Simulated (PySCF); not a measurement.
**[Tm(HCN)]2+: other functionals and bases at one geometry**

One table from this session's results is given with a row withheld; the runs are named, their logs left out.

The runs use PySCF 2.14.0; several levels, as the steps say, no spin–orbit coupling.

1 further run of the same task is left out (for a known fault of the program).

**The starting structure**

4 atoms, charge 2, spin multiplicity 1.

Bond lengths: Tm1–N2 2.438 Å, N2–C3 1.153 Å, C3–H4 1.095 Å. Angles: Tm1–N2–C3 180.0°, N2–C3–H4 180.0°.

Geometry (Å):

```xyz
4

Tm    0.0000    0.0000   -0.3039
N     0.0000    0.0000    2.1339
C     0.0000    0.0000    3.2874
H     0.0000    0.0000    4.3823
```

Formal oxidation states: Tm +2. Each metal's 13 4f electrons lie in its core potential, so multiplicities, spins and levels count the valence alone. An earlier session relaxed this geometry at PBE0, Tm lcecp-0-SVP with ECP59, N def2-SVP, C def2-SVP, H def2-SVP (singlet, point group C∞v).

At PBE0 on the finer grid: E = -125.128815 Eh, frontier levels not given, since the 4f levels lie in the core, Mulliken charge on Tm1 +1.75 e, largest force component 0.004 eV/Å. 

Levels to run: TPSS; r2SCAN; PBE0, TZVP. Hardware: 2 threads of AMD EPYC 7R43 (Zen 3), shared host.

Set-up of the first run:

File run.py (the lines that set the calculation):

```python
mol = gto.M(atom='''
Tm     0.00000     0.00000    -0.30385
N      0.00000     0.00000     2.13394
C      0.00000     0.00000     3.28737
H      0.00000     0.00000     4.38232''',
    basis={'Tm': 'lcecp-0-SVP', 'N': 'def2-SVP', 'C': 'def2-SVP', 'H': 'def2-SVP'},
    ecp={'Tm': 'lcecp-0-SVP'},
    charge=2, spin=0)
mf = dft.RKS(mol, xc='TPSS')
mf.grids.atom_grid = (75, 302)  # f atoms: unpruned, at least (60, 302)
mf = mf.density_fit()  # fitting sets: Tm AutoAux, N def2-universal-JKFIT, C def2-universal-JKFIT, H def2-universal-JKFIT
mf.conv_tol = 1e-08; mf.max_cycle = 55
mf.kernel(dm0)  # dm0: the density of the relaxed state
```

Command:

```sh
$ OMP_NUM_THREADS=2 python run.py
```

Steps of the session up to this table: TPSS; r2SCAN; PBE0, TZVP.

One table of the session follows, with a row left open; its other results are not shown here.

```
              level  charge on Tm1 (e)  dipole (D)  largest force component (eV/Å)
PBE0 (relaxed here)               1.75        2.92                            0.00
               TPSS               1.74        2.94                            1.10
             r2SCAN                  ?           ?                               ?
         PBE0, TZVP               1.86        3.05                            1.00
```

**Question.** Estimate the row for r2SCAN.

As computed: charge on Tm1 (e): 1.76; dipole (D): 2.88; largest force component (eV/Å): 0.52. In the column «charge on Tm1 (e)» it lies between PBE0 (relaxed here) (1.75) and PBE0, TZVP (1.86).

The dipole of a charged species depends on the origin, so these sizes hold for this origin alone.

The largest leftover force, 1.10 eV/Å with TPSS, stands at a geometry relaxed at another level. With 4f in the core, its levels are missing from HOMO and gap, and its count is fixed, so no charge can pass from the ligands into it. Total energies of different levels can't be compared.
